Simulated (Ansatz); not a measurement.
# Eu: how the settings move a single-point run

Aim: see which settings change the result for Eu, by how much, and at what cost.

Method: reference: DFT, PBEsol, PAW with Ansatz's default frozen-core files, scalar-relativistic, in Ansatz 0.2.0.

## (1) The system as given

The structure is cubic, space group Fm-3m (No. 225). Conventional cell: a = 5.579 Å, b = 5.579 Å, c = 5.579 Å, α = 90.00°, β = 90.00°, γ = 90.00°. Eu (site symmetry m-3m) is surrounded by 12 Eu at 3.94 Å.

Coordinates:

```cif
data_structure
_symmetry_space_group_name_H-M 'Fm-3m'
_symmetry_Int_Tables_number 225
_cell_length_a 5.5786
_cell_length_b 5.5786
_cell_length_c 5.5786
_cell_angle_alpha 90.000
_cell_angle_beta 90.000
_cell_angle_gamma 90.000
_cell_volume 173.61
loop_
_atom_site_label
_atom_site_type_symbol
_atom_site_symmetry_multiplicity
_atom_site_Wyckoff_symbol
_atom_site_fract_x
_atom_site_fract_y
_atom_site_fract_z
_atom_site_occupancy
Eu1 Eu 4 a 0.00000 0.00000 0.00000 1
```

## (2) Baseline

Input file input.yaml:

```yaml
crystal:
  lattice:
    - [0.0, 2.7893026914, 2.7893026914]
    - [2.7893026914, 0.0, 2.7893026914]
    - [2.7893026914, 2.7893026914, 0.0]
  atoms:
    - { symbol: Eu, position: [0.0, 0.0, 0.0], spin: 7.2, spin_axis: [1.0, 0.0, 0.0] }
magnetization:
  noncollinear: true
  spin_spiral: { q: [0.4, 0.4, 0.4] }
kpoints:
  mp_grid: { grid: [10, 10, 10] }
scf:
  occupations: { method: fermi_dirac, width: 0.08 }
hamiltonian:
  xc: pbesol
  pseudopotentials: { kind: paw }
output:
  eigenvalues: false
```

On the command line:

```sh
$ ansatz run input.yaml --threads 2 --pin off --max-ram 5120MiB --backend cpu --events-out ev --progress --plain --runs-dir out
```

From the output:

```text
[...]
Basis set: ecut = 420 eV, 869 PW (Γ)
[...]
k-points: 116 of 1000
[...]
SCF iter   1: F=—  HF=-8662.602093 eV  |F-HF|=—  |Δ(HF+E_count)|=         —  Δρ=5.29e-1  dr2=2.56e0  dr2_m=2.84e1  ethr=3.10e-3  |M|=7.43e0 ∫|m|=7.66e0 μB  |m|>n=0.0e0 m-floor=0.0e0 τ_xc=2.4e-2 mc-row=0.0e0  β_m=1.00  ⟨swp⟩=5.9  Hψ=16552  notcnv=0
preconditioner: auto → Kerker (q_TF=auto, 2.334 Å⁻¹)  [metal: Δε(μ)=0.008 eV  Ē_g=10.005 eV  σ=0.080 eV  W_gap=0.02  n_scr=14 (ndim 8)  ℏωp=21.8 eV  f_vac=0.000  D(μ)=1.43/eV (n_scr^D=14)]
[...]
SCF iter   2: F=—  HF=-8656.636026 eV  |F-HF|=—  |Δ(HF+E_count)|=    5.97e0  Δρ=6.60e-2  dr2=4.04e-1  dr2_m=7.00e-1  ethr=3.10e-3  |M|=7.27e0 ∫|m|=7.52e0 μB  |m|>n=2.9e-3 m-floor=2.9e-3 τ_xc=2.7e-1 mc-row=2.9e-3  β_m=0.30  ⟨swp⟩=4.8  Hψ=10958  notcnv=0
[...]
SCF converged after 21 iterations
Magnetization: |M| = 7.0986 μB,  M = (+7.0986, +0.0000, +0.0000) μB
[...]
Free energy (F): -8664.382232 eV
[...]
E sigma→0 (E₀):  -8664.359373 eV
[...]
Fermi energy:    8.654920 eV
[...]
SCF iter   1: F=—  HF=-8664.382232 eV  |F-HF|=—  |Δ(HF+E_count)|=         —  Δρ=1.31e-5  dr2=7.51e-8  dr2_m=1.83e-8  ethr=3.43e-8  |M|=7.10e0 ∫|m|=7.32e0 μB  |m|>n=0.0e0 m-floor=0.0e0 τ_xc=9.7e-3 mc-row=0.0e0  β_m=0.30  ⟨swp⟩=4.6  Hψ=32438  notcnv=0
[...]
SCF iter   2: F=-8664.382232 eV  HF=-8664.382232 eV  |F-HF|=2.55e-8  |Δ(HF+E_count)|=   1.97e-7  Δρ=1.78e-5  dr2=5.40e-8  dr2_m=3.41e-8  ethr=4.42e-10  |M|=7.10e0 ∫|m|=7.32e0 μB  |m|>n=0.0e0 m-floor=0.0e0 τ_xc=9.7e-3 mc-row=0.0e0  ⟨swp⟩=3.8  Hψ=8483  notcnv=0
[...]
SCF converged after 23 iterations (21 of them on 26 bands)
Magnetization: |M| = 7.0986 μB,  M = (+7.0986, +0.0000, +0.0000) μB
[...]
Free energy (F): -8664.382232 eV
[...]
E sigma→0 (E₀):  -8664.359357 eV
[...]
Fermi energy:    8.655025 eV
[...]
```

It took 25 s on 2 threads of Intel Xeon 6975P-C (Granite Rapids), shared host; peak memory 0.63 GiB.

## (3) Changed: mp_grid.grid [5, 5, 5]

input.yaml: that of step 2 with these lines changed.

```diff
@@ -11,3 +11,3 @@
 kpoints:
-  mp_grid: { grid: [10, 10, 10] }
+  mp_grid: { grid: [5, 5, 5] }
 scf:
```

On the command line:

```sh
$ ansatz run input.yaml --threads 2 --pin off --max-ram 5120MiB --backend cpu --events-out ev --progress --plain --runs-dir out
```

Log:

```text
settings of this run that can trade accuracy for cost: output.eigenvalues: false. Do not mix this run's numbers with those of runs without the same settings; the input reference describes each key
band count auto-derived: 32, from the close of a first SCF at 26 (N_el = 17.0; filled up to band 17; 26 by the electrons, moments and atoms)
Engine: ansatz 0.2.0
Pseudopotentials: kind: paw
Pseudopotential: Eu, paw, valence charge 17, recommended cutoff 420 eV (normal)
Functional definition: PBEsol
  exchange = pbesol_x
  correlation = pbesol_c
Crystal: 1 atoms, lattice volume = 43.403 Å³
Basis set: ecut = 420 eV, 869 PW (Γ)
Bands: 26, of which v1, the nominal top of the filled ones, is band 17 counted from 1 (16 counted from 0)
Symmetry: 6 space group operations
k-points: 19 of 125
Spin spiral: q = (0.4, 0.4, 0.4) of the reciprocal vectors; moments are told in the frame that turns with it, a site's in that at the site
Non-local potential: Eu, projectors of the file, l = 0: 3, l = 1: 2, l = 2: 2, l = 3: 3
PAW form: soft (Blöchl's): semilocal exchange-correlation on the pseudo side does not see the compensation charge
PAW frozen core: Eu, regenerated for the run's functional, and the local potential with it (the file was generated under x = pbe(κ = 0.804, μ = 0.2195149727645171), c = pbe(β = 0.06672455060314922))
PAW one-centre angular grid: Eu, 590 points (default); XC on 64 Gauss nodes
Initial density: superposition of atomic densities (chi_scale 0.1, normalization cell)
Starting moments: Σ|m| = 7.2 μB on 1 of 1 site
Initial wavefunctions: pseudopotential atomic-orbital guess
Functional: x = pbesol(κ = 0.804, μ = 0.12345679012345678), c = pbesol(β = 0.046)
SCF iter   1: F=—  HF=-8662.607290 eV  |F-HF|=—  |Δ(HF+E_count)|=         —  Δρ=5.30e-1  dr2=2.55e0  dr2_m=2.84e1  ethr=3.10e-3  |M|=7.42e0 ∫|m|=7.66e0 μB  |m|>n=0.0e0 m-floor=0.0e0 τ_xc=2.4e-2 mc-row=0.0e0  β_m=1.00  ⟨swp⟩=5.8  Hψ=2704  notcnv=0
preconditioner: auto → Kerker (q_TF=auto, 2.334 Å⁻¹)  [metal: Δε(μ)=0.148 eV  Ē_g=9.999 eV  σ=0.080 eV  W_gap=0.43  n_scr=14 (ndim 8)  ℏωp=21.8 eV  f_vac=0.000  D(μ)=1.26/eV (n_scr^D=14)]
spin=Noncollinear: Kerker preconditioning applied to the charge; magnetization (m_x, m_y, m_z) channels mix plain (no charge-response kernel on spin).
SCF iter   2: F=—  HF=-8656.642375 eV  |F-HF|=—  |Δ(HF+E_count)|=    5.96e0  Δρ=6.61e-2  dr2=4.08e-1  dr2_m=7.02e-1  ethr=3.10e-3  |M|=7.26e0 ∫|m|=7.51e0 μB  |m|>n=2.9e-3 m-floor=2.9e-3 τ_xc=2.7e-1 mc-row=2.9e-3  β_m=0.30  ⟨swp⟩=4.8  Hψ=1788  notcnv=0
SCF iter   3: F=—  HF=-8659.858815 eV  |F-HF|=—  |Δ(HF+E_count)|=    3.22e0  Δρ=3.38e-2  dr2=1.58e-2  dr2_m=1.60e-1  ethr=2.40e-3  |M|=7.14e0 ∫|m|=7.39e0 μB  |m|>n=1.6e-3 m-floor=1.6e-3 τ_xc=1.7e-1 mc-row=1.6e-3  β_m=0.30  ⟨swp⟩=5.1  Hψ=1308  notcnv=0  defer=22
SCF iter   4: F=—  HF=-8662.239526 eV  |F-HF|=—  |Δ(HF+E_count)|=    2.38e0  Δρ=2.71e-2  dr2=1.83e-1  dr2_m=1.39e-1  ethr=9.28e-5  |M|=7.19e0 ∫|m|=7.43e0 μB  |m|>n=4.8e-4 m-floor=4.8e-4 τ_xc=1.2e-1 mc-row=4.8e-4  β_m=1.00  ⟨swp⟩=3.8  Hψ=1305  notcnv=0  defer=22
SCF iter   5: F=—  HF=-8663.312678 eV  |F-HF|=—  |Δ(HF+E_count)|=    1.07e0  Δρ=4.20e-2  dr2=5.35e-1  dr2_m=1.92e-1  ethr=9.28e-5  |M|=6.92e0 ∫|m|=7.16e0 μB  |m|>n=3.7e-5 m-floor=3.7e-5 τ_xc=8.6e-2 mc-row=3.7e-5  β_m=0.30  ⟨swp⟩=5.8  Hψ=1566  notcnv=0  defer=25
SCF iter   6: F=—  HF=-8663.913160 eV  |F-HF|=—  |Δ(HF+E_count)|=   6.00e-1  Δρ=2.70e-2  dr2=2.67e-1  dr2_m=6.51e-2  ethr=9.28e-5  |M|=7.16e0 ∫|m|=7.39e0 μB  |m|>n=0.0e0 m-floor=0.0e0 τ_xc=5.3e-2 mc-row=0.0e0  β_m=1.00  ⟨swp⟩=5.6  Hψ=1617  notcnv=0  defer=21
SCF iter   7: F=—  HF=-8664.166871 eV  |F-HF|=—  |Δ(HF+E_count)|=   2.54e-1  Δρ=2.98e-2  dr2=2.81e-1  dr2_m=9.19e-2  ethr=9.28e-5  |M|=6.94e0 ∫|m|=7.17e0 μB  |m|>n=0.0e0 m-floor=0.0e0 τ_xc=3.1e-2 mc-row=0.0e0  β_m=0.30  ⟨swp⟩=5.8  Hψ=1552  notcnv=0  defer=25
SCF iter   8: F=—  HF=-8664.269958 eV  |F-HF|=—  |Δ(HF+E_count)|=   1.03e-1  Δρ=7.01e-3  dr2=1.32e-2  dr2_m=8.80e-3  ethr=9.28e-5  |M|=7.07e0 ∫|m|=7.31e0 μB  |m|>n=0.0e0 m-floor=0.0e0 τ_xc=2.1e-2 mc-row=0.0e0  β_m=1.00  ⟨swp⟩=4.2  Hψ=1307  notcnv=0  defer=22
SCF iter   9: F=—  HF=-8664.331681 eV  |F-HF|=—  |Δ(HF+E_count)|=   6.17e-2  Δρ=1.30e-2  dr2=5.94e-2  dr2_m=1.80e-2  ethr=7.74e-5  |M|=7.00e0 ∫|m|=7.23e0 μB  |m|>n=0.0e0 m-floor=0.0e0 τ_xc=1.6e-2 mc-row=0.0e0  β_m=0.30  ⟨swp⟩=4.2  Hψ=1110  notcnv=0  defer=22
SCF iter  10: F=—  HF=-8664.357682 eV  |F-HF|=—  |Δ(HF+E_count)|=   2.60e-2  Δρ=3.76e-3  dr2=2.75e-3  dr2_m=2.69e-3  ethr=7.74e-5  |M|=7.07e0 ∫|m|=7.30e0 μB  |m|>n=0.0e0 m-floor=0.0e0 τ_xc=1.3e-2 mc-row=0.0e0  β_m=1.00  ⟨swp⟩=3.2  Hψ=1116  notcnv=0  defer=23
SCF iter  11: F=—  HF=-8664.373744 eV  |F-HF|=—  |Δ(HF+E_count)|=   1.61e-2  Δρ=2.69e-3  dr2=1.93e-3  dr2_m=1.03e-3  ethr=1.62e-5  |M|=7.07e0 ∫|m|=7.30e0 μB  |m|>n=0.0e0 m-floor=0.0e0 τ_xc=1.2e-2 mc-row=0.0e0  β_m=1.00  ⟨swp⟩=2.8  Hψ=871  notcnv=0  defer=23
SCF iter  12: F=—  HF=-8664.382851 eV  |F-HF|=—  |Δ(HF+E_count)|=   9.11e-3  Δρ=1.78e-3  dr2=1.12e-4  dr2_m=3.27e-4  ethr=1.13e-5  |M|=7.07e0 ∫|m|=7.29e0 μB  |m|>n=0.0e0 m-floor=0.0e0 τ_xc=1.0e-2 mc-row=0.0e0  β_m=0.30  ⟨swp⟩=2.8  Hψ=931  notcnv=0  defer=23
SCF iter  13: F=—  HF=-8664.386970 eV  |F-HF|=—  |Δ(HF+E_count)|=   4.12e-3  Δρ=1.18e-3  dr2=6.55e-5  dr2_m=2.23e-4  ethr=6.57e-7  |M|=7.06e0 ∫|m|=7.29e0 μB  |m|>n=0.0e0 m-floor=0.0e0 τ_xc=9.8e-3 mc-row=0.0e0  β_m=0.30  ⟨swp⟩=2.3  Hψ=932  notcnv=0  defer=23
SCF iter  14: F=—  HF=-8664.389026 eV  |F-HF|=—  |Δ(HF+E_count)|=   2.06e-3  Δρ=8.63e-4  dr2=1.88e-5  dr2_m=1.12e-4  ethr=3.85e-7  |M|=7.07e0 ∫|m|=7.29e0 μB  |m|>n=0.0e0 m-floor=0.0e0 τ_xc=9.5e-3 mc-row=0.0e0  β_m=0.30  ⟨swp⟩=2.1  Hψ=727  notcnv=0  defer=23
SCF iter  15: F=—  HF=-8664.390085 eV  |F-HF|=—  |Δ(HF+E_count)|=   1.06e-3  Δρ=6.58e-4  dr2=1.62e-5  dr2_m=5.09e-5  ethr=1.10e-7  |M|=7.07e0 ∫|m|=7.29e0 μB  |m|>n=0.0e0 m-floor=0.0e0 τ_xc=9.2e-3 mc-row=0.0e0  β_m=0.30  ⟨swp⟩=2.0  Hψ=797  notcnv=0  defer=23
Mixer restart at iter 15: flushing history
spin-set hold released at iteration 15 (site moments contracting): the magnetisation degrees of freedom join the quasi-Newton model from the next iteration; the mixer history was flushed
SCF iter  16: F=—  HF=-8664.390618 eV  |F-HF|=—  |Δ(HF+E_count)|=   5.34e-4  Δρ=4.52e-4  dr2=1.96e-6  dr2_m=3.73e-5  ethr=9.55e-8  |M|=7.07e0 ∫|m|=7.29e0 μB  |m|>n=0.0e0 m-floor=0.0e0 τ_xc=9.1e-3 mc-row=0.0e0  β_m=0.55  ⟨swp⟩=2.5  Hψ=818  notcnv=0  defer=23
SCF iter  17: F=—  HF=-8664.391225 eV  |F-HF|=—  |Δ(HF+E_count)|=   6.07e-4  Δρ=1.24e-3  dr2=5.56e-4  dr2_m=1.28e-4  ethr=1.15e-8  |M|=7.07e0 ∫|m|=7.30e0 μB  |m|>n=0.0e0 m-floor=0.0e0 τ_xc=8.8e-3 mc-row=0.0e0  β_m=0.38  ⟨swp⟩=4.2  Hψ=1344  notcnv=0  defer=23
SCF iter  18: F=—  HF=-8664.391178 eV  |F-HF|=—  |Δ(HF+E_count)|=   4.69e-5  Δρ=2.60e-4  dr2=6.67e-6  dr2_m=7.28e-6  ethr=1.15e-8  |M|=7.07e0 ∫|m|=7.30e0 μB  |m|>n=0.0e0 m-floor=0.0e0 τ_xc=8.8e-3 mc-row=0.0e0  β_m=0.69  ⟨swp⟩=4.1  Hψ=1339  notcnv=0  defer=23
SCF iter  19: F=—  HF=-8664.391183 eV  |F-HF|=—  |Δ(HF+E_count)|=   5.04e-6  Δρ=1.99e-4  dr2=9.47e-6  dr2_m=4.20e-6  ethr=1.15e-8  |M|=7.07e0 ∫|m|=7.30e0 μB  |m|>n=0.0e0 m-floor=0.0e0 τ_xc=8.8e-3 mc-row=0.0e0  β_m=0.85  ⟨swp⟩=2.9  Hψ=849  notcnv=0  defer=23
SCF iter  20: F=—  HF=-8664.391185 eV  |F-HF|=—  |Δ(HF+E_count)|=   1.76e-6  Δρ=2.78e-5  dr2=1.18e-7  dr2_m=1.00e-7  ethr=1.15e-8  |M|=7.07e0 ∫|m|=7.30e0 μB  |m|>n=0.0e0 m-floor=0.0e0 τ_xc=8.9e-3 mc-row=0.0e0  β_m=0.92  ⟨swp⟩=2.2  Hψ=790  notcnv=0  defer=23
SCF iter  21: F=-8664.391186 eV  HF=-8664.391186 eV  |F-HF|=7.19e-8  |Δ(HF+E_count)|=   5.84e-7  Δρ=1.46e-5  dr2=9.04e-8  dr2_m=2.40e-8  ethr=5.88e-10  |M|=7.07e0 ∫|m|=7.30e0 μB  |m|>n=0.0e0 m-floor=0.0e0 τ_xc=8.9e-3 mc-row=0.0e0  ⟨swp⟩=4.1  Hψ=1386  notcnv=0
SCF 1, on 26 bands, converged in 21 iterations: F = -8664.391186 eV; the run's SCF on all bands comes behind
The result of the SCF on 26 bands, without forces or a stress, told ahead of the SCF on all bands, whose result is the run's:
SCF converged after 21 iterations
Magnetization: |M| = 7.0730 μB,  M = (+7.0730, +0.0000, +0.0000) μB
Absolute magnetization: 7.2992 μB (∫|m|, with the PAW one-centre terms)
  site 0: m = (+7.0462, +0.0000, +0.0000) μB, |m| = 7.0462 μB  (R = 1.63 Å)
Free energy (F): -8664.391186 eV
Harris-Foulkes:  -8664.391186 eV  (|F-HF|=7.19e-8)
Internal energy: -8664.350024 eV  (E = F + TS)
E sigma→0 (E₀):  -8664.370605 eV
Entropy (-TS):   -0.041161 eV (-41.161 meV/atom)
Fermi energy:    8.638083 eV
--- Per-component energies (eV) ---
  E_band       = -53.381892
  E_kinetic    = 349.906762
  E_local      = -2183.576027  (includes V_loc(G=0)·N_el)
  E_nonlocal   = 476.734884
  E_hartree    = 864.320247
  E_xc         = -174.555920
  E_vxc        = -200.519748  (∫ρ·V_xc dr)
  E_paw        = -6287.671631  (= ΣΔE_a)
  E_vpaw       = -224.550961  (= ΣTr[D̂ρ^β])
  E_aug_tail   = -0.000000  (compensation charges beyond the density's cutoff)
  E_ewald      = -1710.095172
  E_core_change = 0.586831  (= ΣΔE_core)
  E_smearing   = -0.041161  (= −TS)
  E_closure    = -0.000000  (closes the sum)
  Σ components = -8664.391186   (vs F -8664.391186, Δ=0.00e0)
Bands: 32, of which v1, the nominal top of the filled ones, is band 17 counted from 1 (16 counted from 0)
Spin spiral: q = (0.4, 0.4, 0.4) of the reciprocal vectors; moments are told in the frame that turns with it, a site's in that at the site
Initial density: handed on by an earlier stage of this run
Starting moments: Σ|m| = 7.2 μB on 1 of 1 site; this step starts from the density that it was given
iter 1 solved again at ethr=3.25e-8 eV; its pass at ethr=3.10e-3 eV (dr2=5.53e-6 eV) is discarded
SCF iter   1: F=—  HF=-8664.391185 eV  |F-HF|=—  |Δ(HF+E_count)|=         —  Δρ=1.42e-5  dr2=8.59e-8  dr2_m=2.33e-8  ethr=3.25e-8  |M|=7.07e0 ∫|m|=7.30e0 μB  |m|>n=0.0e0 m-floor=0.0e0 τ_xc=8.9e-3 mc-row=0.0e0  β_m=0.30  ⟨swp⟩=4.5  Hψ=5306  notcnv=0
preconditioner: auto → Kerker (q_TF=auto, 2.334 Å⁻¹)  [metal: Δε(μ)=0.076 eV  Ē_g=11.317 eV  σ=0.080 eV  W_gap=0.23  n_scr=14 (ndim 8)  ℏωp=21.8 eV  f_vac=0.000  D(μ)=1.48/eV (n_scr^D=14)]
spin=Noncollinear: Kerker preconditioning applied to the charge; magnetization (m_x, m_y, m_z) channels mix plain (no charge-response kernel on spin).
SCF iter   2: F=-8664.391186 eV  HF=-8664.391186 eV  |F-HF|=6.29e-8  |Δ(HF+E_count)|=   2.16e-7  Δρ=1.86e-5  dr2=8.77e-8  dr2_m=3.70e-8  ethr=5.05e-10  |M|=7.07e0 ∫|m|=7.30e0 μB  |m|>n=0.0e0 m-floor=0.0e0 τ_xc=8.9e-3 mc-row=0.0e0  ⟨swp⟩=3.8  Hψ=1373  notcnv=0
SCF 2 converged in 2 iterations: F = -8664.391186 eV  dr2 = 8.77e-8
SCF converged after 23 iterations (21 of them on 26 bands)
Magnetization: |M| = 7.0729 μB,  M = (+7.0729, +0.0000, +0.0000) μB
Absolute magnetization: 7.2991 μB (∫|m|, with the PAW one-centre terms)
  site 0: m = (+7.0461, +0.0000, +0.0000) μB, |m| = 7.0461 μB  (R = 1.63 Å)
Free energy (F): -8664.391186 eV
Harris-Foulkes:  -8664.391186 eV  (|F-HF|=6.29e-8)
Internal energy: -8664.349987 eV  (E = F + TS)
E sigma→0 (E₀):  -8664.370586 eV
Entropy (-TS):   -0.041198 eV (-41.198 meV/atom)
Fermi energy:    8.638243 eV
--- Per-component energies (eV) ---
  E_band       = -53.378454
  E_kinetic    = 349.907793
  E_local      = -2183.536211  (includes V_loc(G=0)·N_el)
  E_nonlocal   = 476.720032
  E_hartree    = 864.289816
  E_xc         = -174.557223
  E_vxc        = -200.521483  (∫ρ·V_xc dr)
  E_paw        = -6287.665854  (= ΣΔE_a)
  E_vpaw       = -224.544471  (= ΣTr[D̂ρ^β])
  E_aug_tail   = -0.000000  (compensation charges beyond the density's cutoff)
  E_ewald      = -1710.095172
  E_core_change = 0.586831  (= ΣΔE_core)
  E_smearing   = -0.041198  (= −TS)
  E_closure    = -0.000000  (closes the sum)
  Σ components = -8664.391186   (vs F -8664.391186, Δ=0.00e0)
settings of this run that can trade accuracy for cost: output.eigenvalues: false. Do not mix this run's numbers with those of runs without the same settings; the input reference describes each key
```

Run time: 5.4 s. Hardware: 2 threads of Intel Xeon 6975P-C (Granite Rapids), shared host; peak memory 0.42 GiB.

Changing the k-point mesh moves the energy by -9.0 meV/atom. The energy is not variational in the mesh, so the sign tells nothing. Cost: 5.4 s against 25 s. These settings are too coarse to quote as the system's properties.

## (4) All runs together

| run | ending | energy change | abs. moment (μB) | cycles | time |
| --- | --- | --- | --- | --- | --- |
| reference | converged | 0 | 7.32 | 23 | 25 s |
| 1: mp_grid.grid [5, 5, 5] | converged | -9.0 meV/atom | 7.30 | 23 | 5.4 s |

Residual by cycle in the longest SCF loop of each run; runs are numbered as in the table. The quantity is the density residual dr2, in eV.

| cycle | reference | run 1 |
| --- | --- | --- |
| 1 | 2.56 | 2.55 |
| 3 | 0.0169 | 0.0158 |
| 5 | 0.543 | 0.535 |
| 6 | 0.254 | 0.267 |
| 8 | 0.0117 | 0.0132 |
| 10 | 2.7e-4 | 0.00275 |
| 12 | 8.1e-5 | 1.1e-4 |
| 14 | 2.0e-5 | 1.9e-5 |
| 16 | 5.3e-6 | 2.0e-6 |
| 17 | 8.1e-4 | 5.6e-4 |
| 19 | 1.1e-5 | 9.5e-6 |
| 21 | 8.3e-8 | 9.0e-8 |

**Reading.** Changing the k-point mesh moves the energy by -9.0 meV/atom. The energy is not variational in the mesh, so the sign tells nothing. Cost: 5.4 s against 25 s.
